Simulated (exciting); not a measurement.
HfSc: single point with PBEsol

HfSc:

```xyz
2
Lattice="3.2401 0.0000 0.0000 -1.6201 2.8060 0.0000 0.0000 0.0000 5.1041" Properties=species:S:1:pos:R:3 pbc="T T T"
Hf    1.6201    0.9353    2.5521
Sc    0.0000    1.8707    0.0000
```

The cell comes from a database or a generator and needn't be the stable form of this composition.

```json
{"Program": "exciting (release sodium)", "Task": "single point", "Functional": "PBEsol", "Potentials or basis": "all-electron LAPW+lo, shipped species files, valence relativity iora*", "rgkmax": "9", "k mesh": "9 × 9 × 5", "Occupations": "fermi-dirac, width 0.05 eV", "Spin": "no spin polarisation", "gmaxvr (cutoff of density and potential)": "14 1/bohr", "lmaxapw (and lmaxmat)": "10", "lmaxvr": "8", "nempty": "18", "Valence relativity": "iora*", "epsengy": "1e-05 Ha", "epspot": "1e-05 Ha", "maxscl": "60", "Muffin-tin radii": "Hf 2.3, Sc 2.0 bohr"}
```

The band gap on the k mesh is none (metal or under the smearing width) and the all electrons inside the program's atomic spheres are Hf 69.11; Sc 18.46 (radii Hf 2.3, Sc 2.0 bohr).

Levels at points of the mesh, in eV from the Fermi level:
| k point | band 16 | band 17 | band 18 | band 19 | band 20 | band 21 | band 22 | band 23 |
| --- | --- | --- | --- | --- | --- | --- | --- | --- |
| (0.00, 0.00, 0.00) | -6.23 | -2.50 | 0.75 | 1.53 | 1.53 | 1.82 | 2.17 | 2.17 |

Run time: 5.3 min on 1 thread of Arm Neoverse V2, with other jobs on the host, peak memory 0.14 GiB.

Caveat: the log's total energy holds no entropy term; the free energy is that total less TS from the occupations. Spin-orbit coupling is left out, which matters for the levels of Hf.
